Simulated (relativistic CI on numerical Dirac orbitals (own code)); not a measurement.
# Fe²⁺: resonant inelastic X-ray scattering at the M2,3 edge

Which low excitations of Fe²⁺ show in RIXS, and at which incident energy? 6 crystal fields.

The numbers are computed with relativistic CI on numerical Dirac orbitals (own code) version 3 (Dirac-Coulomb-Breit CI, KLI orbitals optimised for each configuration, model QED (radiative potential, 1s self-energy scaled to tabulated hydrogen-like ionisation energies), valence Slater integrals scaled by 0.9, Kramers-Heisenberg scattering through one core-hole configuration in a parametric crystal field), except any that are marked as measured or tabulated.

### 1 The atom as given

* ion: Fe²⁺ (Fe III)
* nuclear charge: 26
* electrons: 24
* configurations: [Ar] 3d6 → [Ne] 3s2 3p5 3d7
* temperature: 300 K
* core-hole width: 1.2 eV
* field 1 (cm⁻¹): Oh, 10Dq = 3250
* field 2 (cm⁻¹): Oh, 10Dq = 7350
* field 3 (cm⁻¹): Oh, 10Dq = 11400
* field 4 (cm⁻¹): Oh, 10Dq = 15500
* field 5 (cm⁻¹): Oh, 10Dq = 19600
* field 6 (cm⁻¹): Oh, 10Dq = 23700

### 2 Field 1: Oh, 10Dq = 3250

The run's settings:

```ini
atom Fe  Z=26  charge=2  electrons=24
nucleus A=56  rms_radius_fm=3.7377
hamiltonian dirac-coulomb  breit=on  qed=on  c_scale=1
orbitals kli  potential=per-configuration
slater_scale 0.9
correlation none
mixing on
configurations
  [Ar] 3d6
  [Ne] 3s2 3p5 3d7
end
rixs M2,3 T=300 core_hole_width=1.2
crystal_field Oh 10Dq=3250
```

Command:

```console
python run_levels.py task.json out
```

The settings of every run stand in task.json; they run in order.

### 3 Field 2: Oh, 10Dq = 7350

Settings: those of step 2 with these lines changed.

```diff
@@ -12,2 +12,2 @@
 rixs M2,3 T=300 core_hole_width=1.2
-crystal_field Oh 10Dq=3250
+crystal_field Oh 10Dq=7350
```

### 4 Field 3: Oh, 10Dq = 11400

Settings: those of step 3 with these lines changed.

```diff
@@ -12,2 +12,2 @@
 rixs M2,3 T=300 core_hole_width=1.2
-crystal_field Oh 10Dq=7350
+crystal_field Oh 10Dq=11400
```

### 5 Field 4: Oh, 10Dq = 15500

Settings: those of step 4 with these lines changed.

```diff
@@ -12,2 +12,2 @@
 rixs M2,3 T=300 core_hole_width=1.2
-crystal_field Oh 10Dq=11400
+crystal_field Oh 10Dq=15500
```

### 6 Field 5: Oh, 10Dq = 19600

Settings: those of step 5 with these lines changed.

```diff
@@ -12,2 +12,2 @@
 rixs M2,3 T=300 core_hole_width=1.2
-crystal_field Oh 10Dq=15500
+crystal_field Oh 10Dq=19600
```

### 7 Field 6: Oh, 10Dq = 23700

Settings: those of step 6 with these lines changed.

```diff
@@ -12,2 +12,2 @@
 rixs M2,3 T=300 core_hole_width=1.2
-crystal_field Oh 10Dq=19600
+crystal_field Oh 10Dq=23700
```

(Steps that only read results are left out.)

What does the calculation give? Wanted: incident energies, field 1; share of spin-changing ones, field 1.

**Answer**, as computed:

| field | S, thermal mean | first incident energy (eV) | lowest loss over 0.08 eV (eV) | strongest such loss there (eV) | its level |
| --- | --- | --- | --- | --- | --- |
| 1: Oh | 2.00 | 55.9 | 0.443 | 0.445 | T2, S = 2.0 |
| 2: Oh | 2.00 | 56.3 | 0.950 | 0.951 | T2, S = 2.0 |
| 3: Oh | 2.00 | 56.6 | 1.380 | 1.451 | -, S = 2.0 |
| 4: Oh | 2.00 | 57.0 | 0.908 | 1.959 | T2, S = 2.0 |
| 5: Oh | 0.02 | 59.5 | 1.082 | 2.172 | T1, S = 0.0 |
| 6: Oh | 0.01 | 60.4 | 1.557 | 2.662 | T1, S = 0.0 |

| quantity | value |
| --- | --- |
| incident energies, field 1 | 55.9, 60.6 eV |
| strongest loss over 0.08 eV, field 1 | 0.44 eV |
| share of spin-changing ones, field 1 | 14 % |

What this shows: In field 1 the strongest loss over 0.08 eV at the first resonance is 0.44 eV (T2, S = 2.0). Losses that change the spin take 14 % of the listed intensity; the core hole's spin-orbit coupling allows them. The ground spin differs between the fields. The first incident energy is the lowest absorption maximum of each field and need not be the same resonance in all. Only the lowest levels kept in the record count, and labels are spin-orbit irreps. Polarisations are summed, and charge-transfer losses are outside the model.
